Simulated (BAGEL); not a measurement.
# BBr3 (boron tribromide): RI-MP2/cc-pVDZ (density fitting with cc-pvqz-jkfit)

What is the energy change on altering one bond length of BBr3 (boron tribromide) at RI-MP2/cc-pVDZ (density fitting with cc-pvqz-jkfit)? 

The results are computed with BAGEL 1.2.2.

2 further runs of the same task are left out: 1 that didn't finish, 1 set aside as unsound or not needed. Runs told in other sessions of the task aren't counted.

## Step 1: The system as given

The species is BBr3 (4 atoms), meant as a singlet with charge 0. As SMILES, `BrB(Br)Br`. The shape is that of a PBE0-D4/def2-TZVP optimisation.

Bond lengths: Br1–B2 1.896 Å, B2–Br3 1.896 Å, B2–Br4 1.896 Å. Angles: Br1–B2–Br3 120.0°, Br1–B2–Br4 120.0°, Br3–B2–Br4 120.0°.

## Step 2: The energy at RI-MP2/cc-pVDZ (density fitting with cc-pvqz-jkfit)

mp2.json reads:

```json
{ "bagel": [

{
  "title": "molecule",
  "basis": "cc-pvdz.json",
  "df_basis": "cc-pvqz-jkfit",
  "angstrom": true,
  "geometry": [
    { "atom": "Br", "xyz": [      -1.541210,      -0.941020,       0.579090 ] },
    { "atom": "B", "xyz": [       0.000010,       0.000000,       0.000000 ] },
    { "atom": "Br", "xyz": [       1.704030,      -0.448850,       0.700740 ] },
    { "atom": "Br", "xyz": [      -0.162830,       1.389870,      -1.279830 ] }
  ]
},

{ "title": "hf" },

{ "title": "mp2", "ncore": 28 }

]}
```

The basis set cc-pVDZ is read from a file made from the Basis Set Exchange's data (not shown).

The run is started by

```sh
$ BAGEL_NUM_THREADS=1 BAGEL mp2.json > mp2.out
```

Output:

```text
* using 1 threads per process

  ===============================================================
  ===============================================================

  *** Geometry ***

  { "atom" : "Br", "xyz" : [     -2.912465,     -1.778270,      1.094322 ] },
  { "atom" : "B", "xyz" : [      0.000019,      0.000000,      0.000000 ] },
  { "atom" : "Br", "xyz" : [      3.220150,     -0.848204,      1.324207 ] },
  { "atom" : "Br", "xyz" : [     -0.307704,      2.626474,     -2.418528 ] },

  Number of auxiliary basis functions:      760

  Since a DF basis is specified, we compute 2- and 3-index integrals:
    o Being stored without compression. Storage requirement is 0.055 GB

  Number of basis functions:       95
  Number of electrons      :      110

    * METHOD: MOLECULE                             0.83

  *** RHF ***

  === Nuclear Repulsion ===
   738.5731828618

      * DIIS with orbital gradients will be used.

  === RHF iteration (cc-pvdz.json) ===
      0      -7741.91072101          0.00474500           0.50
      1      -7741.94126364          0.00282299           0.48
      2      -7741.94816485          0.00078755           0.48
      3      -7741.94911563          0.00010666           0.48
      4      -7741.94913968          0.00002723           0.48
      5      -7741.94914170          0.00000850           0.48
      6      -7741.94914184          0.00000152           0.48
      7      -7741.94914185          0.00000044           0.48
      8      -7741.94914185          0.00000014           0.49
      9      -7741.94914185          0.00000002           0.49
     10      -7741.94914185          0.00000000           0.49
    * SCF iteration converged.

    * Permanent dipole moment:
           (   -0.000029,     0.000002,    -0.000006) a.u.

    * METHOD: HF                                   5.96

  *** RHF ***

  === Nuclear Repulsion ===
   738.5731828618

      * DIIS with orbital gradients will be used.

  === RHF iteration (cc-pvdz.json) ===
      0      -7741.94914185          0.00000000           0.48
    * SCF iteration converged.

    * Permanent dipole moment:
           (   -0.000029,     0.000002,    -0.000006) a.u.

  === DF-MP2 calculation ===

    * freezing 28 orbitals
    * 3-index integral transformation done
    * assembly done

      MP2 correlation energy:   -0.4690047924      0.17

      MP2 total energy:       -7742.4181466406

    * METHOD: MP2                                  1.14

  ===============================================================
```

Run time: 8.1 s. Hardware: 1 thread of Arm Neoverse V2, shared host; peak memory 0.26 GiB.

## Step 3: The distorted shape at the same level

job.json reads:

```json
{ "bagel" : [

{
  "title" : "molecule",
  "basis" : "cc-pvdz.json",
  "df_basis" : "cc-pvqz-jkfit",
  "angstrom" : "true",
  "geometry" : [
    { "atom" : "Br", "xyz" : [   -3.390661,   -2.070236,    1.273993 ] },
    { "atom" : "B", "xyz" : [    0.000010,    0.000000,    0.000000 ] },
    { "atom" : "Br", "xyz" : [    1.704030,   -0.448850,    0.700740 ] },
    { "atom" : "Br", "xyz" : [   -0.162830,    1.389870,   -1.279830 ] }
  ]
},
{
  "title" : "hf"
},
{
  "title" : "mp2",
  "ncore" : 28
}

]}
```

The basis set cc-pVDZ is read from a file made from the Basis Set Exchange's data (not shown).

The run is started by

```sh
$ BAGEL_NUM_THREADS=1 BAGEL job.json > job.out
```

Output:

```text
* using 1 threads per process

  ===============================================================
  ===============================================================

  *** Geometry ***

  { "atom" : "Br", "xyz" : [     -6.407421,     -3.912179,      2.407498 ] },
  { "atom" : "B", "xyz" : [      0.000019,      0.000000,      0.000000 ] },
  { "atom" : "Br", "xyz" : [      3.220150,     -0.848204,      1.324207 ] },
  { "atom" : "Br", "xyz" : [     -0.307704,      2.626474,     -2.418528 ] },

  Number of auxiliary basis functions:      760

  Since a DF basis is specified, we compute 2- and 3-index integrals:
    o Being stored without compression. Storage requirement is 0.055 GB

  Number of basis functions:       95
  Number of electrons      :      110

    * METHOD: MOLECULE                             0.78

  *** RHF ***

  === Nuclear Repulsion ===
   558.3324694654

      * DIIS with orbital gradients will be used.

  === RHF iteration (cc-pvdz.json) ===
      0      -7741.61770873          0.00706964           0.47
      1      -7741.33728375          0.01470263           0.46
      2      -7741.72869296          0.00196321           0.46
      3      -7741.73856454          0.00053780           0.46
      4      -7741.73934076          0.00016193           0.46
      5      -7741.73940904          0.00003893           0.46
      6      -7741.73941700          0.00001650           0.47
      7      -7741.73941776          0.00000517           0.47
      8      -7741.73941784          0.00000132           0.46
      9      -7741.73941784          0.00000077           0.47
     10      -7741.73941784          0.00000017           0.47
     11      -7741.73941784          0.00000005           0.47
     12      -7741.73941784          0.00000002           0.47
     13      -7741.73941784          0.00000001           0.47
    * SCF iteration converged.

    * Permanent dipole moment:
           (   -3.625503,    -2.213607,     1.362217) a.u.

    * METHOD: HF                                   7.09

  *** RHF ***

  === Nuclear Repulsion ===
   558.3324694654

      * DIIS with orbital gradients will be used.

  === RHF iteration (cc-pvdz.json) ===
      0      -7741.73941784          0.00000000           0.48
    * SCF iteration converged.

    * Permanent dipole moment:
           (   -3.625503,    -2.213607,     1.362218) a.u.

  === DF-MP2 calculation ===

    * freezing 28 orbitals
    * 3-index integral transformation done
    * assembly done

      MP2 correlation energy:   -0.4908766617      0.17

      MP2 total energy:       -7742.2302945067

    * METHOD: MP2                                  1.13

  ===============================================================
```

Run time: 9.3 s. Hardware: 1 thread of Arm Neoverse V2, shared host; peak memory 0.26 GiB.

## Step 4: Results

Level: RI-MP2/cc-pVDZ (density fitting with cc-pvqz-jkfit), 28 core orbitals frozen.

| quantity | value |
| --- | --- |
| first shape: total energy | -7742.41815 Eh |
| first shape: correlation energy (28 core orbitals frozen) | -469.0 mEh |
| distorted shape: total energy | -7742.23029 Eh |
| distorted shape: correlation energy (28 core orbitals frozen) | -490.9 mEh |
| energy change with the Br1–B2 bond stretched from 1.896 to 4.172 Å | 5.112 eV |

In words: With the Br1–B2 bond stretched from 1.896 to 4.172 Å the energy rises by 5.11 eV (493 kJ/mol). The first shape isn't relaxed at this level, so the change isn't measured from a minimum. A restricted reference can't describe the breaking bond well at this length.
